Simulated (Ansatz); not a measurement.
# BrCl3FHZr: the cost of one run

Program: Ansatz 0.2.0. Level of theory: RKS BLYP/def2-SVP. These are calculated values, not measurements.

## Step 1: The system as given

Bond lengths: Zr1–F2 2.330 Å, Zr1–Cl3 2.520 Å, Zr1–Cl4 2.518 Å, Zr1–Cl5 2.518 Å, Zr1–Br6 3.000 Å. Angles: F2–Zr1–Cl3 109.5°, F2–Zr1–Cl4 109.5°, F2–Zr1–Cl5 109.5°, F2–Zr1–Br6 71.6°, Cl3–Zr1–Cl4 109.5°, Cl3–Zr1–Cl5 109.5°, Cl3–Zr1–Br6 178.9°, Cl4–Zr1–Cl5 109.5°, Cl4–Zr1–Br6 70.0°, Cl5–Zr1–Br6 70.0°.

Coordinates:

```xyz
7

Zr    0.0000    0.0000    0.0000
F     0.0000    0.0000    2.3300
Cl    2.3764    0.0000   -0.8392
Cl   -1.1869    2.0563   -0.8392
Cl   -1.1869   -2.0563   -0.8392
Br   -2.8470    0.0000    0.9460
H    -1.2875    0.0000    2.2030
```

## Step 2: Pulling towards end A

Springs on the bonds that form and break draw the guess towards this end; the thresholds are loose.

Input file input.yaml:

```yaml
crystal:
  periodic: [false, false, false]
  atoms:
    - { symbol: Zr, position_ang: [0.0, 0.0, 0.0] }
    - { symbol: F, position_ang: [0.0, 0.0, 2.33] }
    - { symbol: Cl, position_ang: [2.3764, 0.0, -0.8392] }
    - { symbol: Cl, position_ang: [-1.1869, 2.0563, -0.8392] }
    - { symbol: Cl, position_ang: [-1.1869, -2.0563, -0.8392] }
    - { symbol: Br, position_ang: [-2.847, 0.0, 0.946] }
    - { symbol: H, position_ang: [-1.2875, 0.0, 2.203] }
basis:
  gaussian: { orbitals: def2-SVP }
hamiltonian:
  xc: blyp
relax:
  f_tol: 0.15
  max_steps: 25
  restrain:
    - { distance: [0, 5], at: 3.9, k: 30.0 }
    - { distance: [6, 1], at: 2.12, k: 30.0 }
    - { distance: [0, 1], at: 1.98, k: 30.0 }
    - { distance: [6, 5], at: 1.55, k: 30.0 }
output:
  orbitals: {}
```

Launch:

```console
$ ansatz run input.yaml --threads 4 --pin off --max-ram 5120MiB --backend cpu --events-out ev --progress --plain --runs-dir out
```

Q: Estimate wall time and peak memory on 4 threads of Arm Neoverse V2, shared host.

About 17 s, with a peak of 0.23 GiB.
